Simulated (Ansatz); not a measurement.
Wanted: the native input for an Ansatz 0.2.0 run.

```
Task                                : band structure
Functional                          : PBE
Potentials or basis                 : Ansatz PAW
Cutoff                              : 420 eV (not typed: the program's choice for these potentials)
k mesh                              : 5 × 5 × 5
Occupations                         : fermi-dirac, width 0.05 eV
Spin                                : no spin polarisation
Path                                : [["G", "X", "W", "K", "G", "L", "U", "W", "L", "K"], ["U", "X"]]
Points for each segment of the path : 14
```

TiSn:

```
CELL_PARAMETERS angstrom
0.00000 2.80055 2.80055
2.80055 0.00000 2.80055
2.80055 2.80055 0.00000
ATOMIC_POSITIONS crystal
Ti 0.00000 0.00000 0.00000
Sn 0.50000 0.50000 0.50000
```

The cell was built by a generator and needn't be a form met in nature.

The input as run:

input.yaml

```yaml
crystal:
  lattice:
    - [0.0, 2.80055, 2.80055]
    - [2.80055, 0.0, 2.80055]
    - [2.80055, 2.80055, 0.0]
  atoms:
    - { symbol: Ti, position: [0.0, 0.0, 0.0] }
    - { symbol: Sn, position: [0.5, 0.5, 0.5] }
hamiltonian:
  xc: pbe
  pseudopotentials: { kind: paw }
kpoints:
  mp_grid: { grid: [5, 5, 5] }
  band_path:
    path:
      - [[0.0, 0.0, 0.0], [0.5, 0.0, 0.5], [0.5, 0.25, 0.75], [0.375, 0.375, 0.75], [0.0, 0.0, 0.0], [0.5, 0.5, 0.5], [0.625, 0.25, 0.625], [0.5, 0.25, 0.75], [0.5, 0.5, 0.5], [0.375, 0.375, 0.75]]
      - [[0.625, 0.25, 0.625], [0.5, 0.0, 0.5]]
    npoints: 14
scf:
  occupations: { method: fermi_dirac, width: 0.05 }
  n_extra_bands: 6
output:
  forces: true
  stress: true
  eigenvalues: true
  fatbands: false
```

Potentials or basis: Ansatz PAW.

Command:

```console
$ ansatz run input.yaml --threads 2 --pin off --max-ram 5632MiB --backend cpu --events-out ev --progress --plain --runs-dir out
```

It gave:

```json
{
  "Pressure": "0.0 GPa",
  "Band gap on the k mesh": "none (metal or under the smearing width)"
}
```

Caveat: the k mesh is coarse (spacing up to 0.39 Å⁻¹), so the values aren't converged; spin-orbit coupling is left out, which moves the levels of the heavy elements.

Wall time 0.91 s on 2 threads of Intel(R) Xeon(R) 6975P-C (Granite Rapids) (shared host), peak memory 0.37 GiB.
